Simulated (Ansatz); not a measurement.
# C2H5NSi: up Jacob's ladder to CCSD(T)

An exercise on one series of results from a longer session: the logs are not shown, and one member is left open.

The runs use Ansatz 0.2.0, Gaussian basis; functionals in def2-TZVPP, the program's frozen cores in correlated methods.

The runs, in order: LDA (SPW92), PBE-D4, revPBE-D4, BLYP-D4, r2SCAN-D4, B97M-V, PBE0-D4, B3LYP-D4, r2SCANh-D4, r2SCAN0-D4, HSE06-D4, BHLYP-D4, CAM-B3LYP-D4, LC-ωPBE, ωB97X-V, ωB97M-V, B2PLYP, PBE-QIDH; CCSD(T)/def2-SVP; CCSD(T)/def2-TZVPP; MP2/def2-QZVPP; extrapolation to the limit; RPA on PBE.

**The geometry**

The geometry comes from an earlier relaxation with PBE0-D4 in a triple-zeta def2 set; it is a stationary point, not always the lowest conformer.

SMILES `C[SiH2]C#N`, 9 atoms, charge 0, spin multiplicity 1.

Atoms are counted from 1 here; the program's logs count them from 0.

Bond lengths: C1–Si2 1.859 Å, C1–H5 1.092 Å, C1–H6 1.092 Å, C1–H7 1.092 Å, Si2–C3 1.855 Å, Si2–H8 1.482 Å, Si2–H9 1.482 Å, C3–N4 1.152 Å. Angles: Si2–C1–H5 110.7°, Si2–C1–H6 110.7°, Si2–C1–H7 110.1°, H5–C1–H6 108.4°, H5–C1–H7 108.4°, H6–C1–H7 108.4°, C1–Si2–C3 108.8°, C1–Si2–H8 112.7°, C1–Si2–H9 112.7°, C3–Si2–H8 106.1°, C3–Si2–H9 106.1°, H8–Si2–H9 110.0°, Si2–C3–N4 178.8°.

Set-up of the first run:

The input, in.yaml:

```yaml
crystal:
  periodic: [false, false, false]
  atoms:
    - {symbol: C, position_ang: [-0.671988, 0.931072, -0.497452]}
    - {symbol: Si, position_ang: [-0.146826, -0.554561, 0.488325]}
    - {symbol: C, position_ang: [1.638349, -0.910122, 0.129781]}
    - {symbol: N, position_ang: [2.747288, -1.112382, -0.107584]}
    - {symbol: H, position_ang: [-0.554071, 0.746110, -1.566809]}
    - {symbol: H, position_ang: [-0.072811, 1.803412, -0.229774]}
    - {symbol: H, position_ang: [-1.721898, 1.160394, -0.300882]}
    - {symbol: H, position_ang: [-0.893291, -1.779446, 0.117002]}
    - {symbol: H, position_ang: [-0.236353, -0.330778, 1.950292]}
basis:
  gaussian: {orbitals: def2-TZVPP}
hamiltonian: {xc: lda}
output: {orbitals: {seedname: orbitals}}
```

Steps of the session up to this table: LDA; PBE-D4 (GGA); revPBE-D4 (GGA); BLYP-D4 (GGA); r2SCAN-D4 (meta-GGA); B97M-V (meta-GGA); PBE0-D4 (hybrid); B3LYP-D4 (hybrid); r2SCANh-D4 (hybrid); r2SCAN0-D4 (hybrid); HSE06-D4 (hybrid); BHLYP-D4 (hybrid); CAM-B3LYP-D4 (range-separated); LC-ωPBE-D4 (range-separated; the results give it without D4); ωB97X-V (range-separated); ωB97M-V (range-separated); B2PLYP (double hybrid); PBE-QIDH (double hybrid).

One table of the session follows, with a row left open; its other results are not shown here.

It belongs to the step «Frontier levels by functional». 

| functional | HOMO (eV) | gap (eV) |
| --- | --- | --- |
| LDA (SPW92) | -8.36 | 6.67 |
| PBE-D4 | -8.21 | 6.75 |
| revPBE-D4 | -8.15 | 6.78 |
| BLYP-D4 | -8.07 | 6.73 |
| r2SCAN-D4 | -8.51 | 7.29 |
| B97M-V | -8.53 | 7.27 |
| PBE0-D4 | -9.53 | 9.01 |
| B3LYP-D4 | -9.29 | 8.54 |
| r2SCANh-D4 | -8.99 | 8.13 |
| r2SCAN0-D4 | -9.73 | 9.38 |
| HSE06-D4 | ? | ? |
| BHLYP-D4 | -10.73 | 11.15 |
| CAM-B3LYP-D4 | -10.93 | 11.46 |
| LC-ωPBE | -12.36 | 14.09 |
| ωB97X-V | -11.95 | 13.54 |
| ωB97M-V | -11.80 | 13.13 |

**Question.** Estimate the row for HSE06-D4.

**Answer.** HOMO (eV): -9.13; gap (eV): 8.23. In the column «HOMO (eV)» it lies between B3LYP-D4 (-9.29) and r2SCANh-D4 (-8.99).
